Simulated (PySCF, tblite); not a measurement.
**CHClF4Ge, a small molecule taken as a stand-in for a surface group (Ge site with back bonds F, Cl, [H]): NMR shifts, core binding energies and electronic excitations**

Aim: the NMR shifts, core binding energies and electronic excitations of `[F][GeH]([Cl])[C](F)(F)F`.

Computed with tblite 0.8.0 and PySCF 2.14.0; each step states its level. No surroundings beyond the atoms listed, unless a continuum is named. Atoms count from 0, parts from 1.

### Step 1. Starting point

8 atoms, charge 0, multiplicity 1; geometry: distance geometry start.

### Step 2. Relaxing the cluster with GFN2-xTB

What the job is given:

```
{"job": {"kind": "relax", "xc": "GFN2-xTB", "basis": "xTB"}, "charge": 0, "multiplicity": 1}
Ge     0.282303    -1.523789    -0.300237
F     -0.870106    -0.267258    -0.744726
Cl     2.199595    -1.136487    -1.370099
C      0.600521    -1.499712     1.600648
F      1.798057    -1.878800     1.873630
F     -0.255256    -2.289097     2.195319
F      0.403936    -0.283750     2.068900
H     -0.265379    -2.853920    -0.705087
```

Method: GFN2-xTB geometry optimisation, gas phase.

Started as:

```console
OMP_NUM_THREADS=1 python cluster_run.py task.json out
```

One launch serves the whole session: the jobs run in the order shown.

**Question.** The jobs that follow are: PBE0-D3(BJ)/def2-SVP geometry optimisation, gas phase; GIAO PBE0/pcSseg-2 NMR shielding, non-relativistic, gas phase; delta-SCF UKS SCAN, pcX-2 on the ionised atom, pcseg-1 elsewhere, spin-free X2C; TDDFT CAM-B3LYP/def2-SVPD, vertical, gas phase, core orbitals frozen in the response. Predict: point group; rotational constants (main isotopes); ¹³C shifts against TMS (PBE0/pcSseg-2); ¹H shifts against TMS (PBE0/pcSseg-2); ⁷³Ge shifts against GeMe4 (PBE0/pcSseg-2); ¹⁹F shifts against CFCl3 (PBE0/pcSseg-2); ³⁵Cl shifts against HCl (PBE0/pcSseg-2); F1s binding energies, SCAN/pcX-2 (standing for 3 of 4 atoms); Cl2p binding energies, SCAN/pcX-2; C1s binding energies, SCAN/pcX-2; lowest singlet (CAM-B3LYP/def2-SVPD); lowest triplet; vertical ionisation energy (ΔSCF).

The runs gave:

| quantity | value |
| --- | --- |
| point group | C1 |
| rotational constants (main isotopes) | 2.18, 1.18, 0.96 GHz |
| ¹³C shifts against TMS (PBE0/pcSseg-2) | 135.1 ppm |
| ¹H shifts against TMS (PBE0/pcSseg-2) | 6.14 ppm |
| ⁷³Ge shifts against GeMe4 (PBE0/pcSseg-2) | 6 ppm |
| ¹⁹F shifts against CFCl3 (PBE0/pcSseg-2) | -71.7, -72.4, -74.6, -185.9 ppm |
| ³⁵Cl shifts against HCl (PBE0/pcSseg-2) | 33 ppm |
| F1s binding energies, SCAN/pcX-2 (standing for 3 of 4 atoms) | F4 694.53, F5 694.53, F1 692.22 eV |
| Cl2p binding energies, SCAN/pcX-2 | Cl2 207.16 eV |
| C1s binding energies, SCAN/pcX-2 | C3 298.31 eV |
| lowest singlet (CAM-B3LYP/def2-SVPD) | 7.36 eV (169 nm), f = 0.034 |
| lowest triplet | 6.71 eV |
| vertical ionisation energy (ΔSCF) | 12.05 eV |

In words: The start of the PBE0/def2-SVP relaxation was shaken at random by about 0.01 Å, so part of the energy gained, and of the first lengths quoted, undoes that. The optimisation took 16 steps and gained 0.265 eV; among the close pairs (by a distance rule), Ge0–Cl2 changed most, from 2.045 to 2.130 Å (PBE0/def2-SVP). No frequency check was run at this level, so the end point may be a saddle. At PBE0/pcSseg-2: The largest span, 291 ppm, is at Cl2, where the paramagnetic term is -240 ppm. At SCAN/pcX-2: The F1s levels kept as sound span 2.30 eV, from F1 (fluorine bonded to Ge) up to F4 (fluorine bonded to C). Only 3 of the 4 F atoms are covered by sound results. The lowest singlet, at 7.36 eV, is HOMO→LUMO 0.88 and is weak. The lowest triplet lies 0.64 eV below the lowest singlet (triplets in Tamm-Dancoff, singlets in full TDDFT). The orbital energy would give 11.03 eV for ionisation, ΔSCF gives 12.05 eV. Spin-orbit coupling is left out, which matters for shieldings and couplings at and beside the heavy atoms.
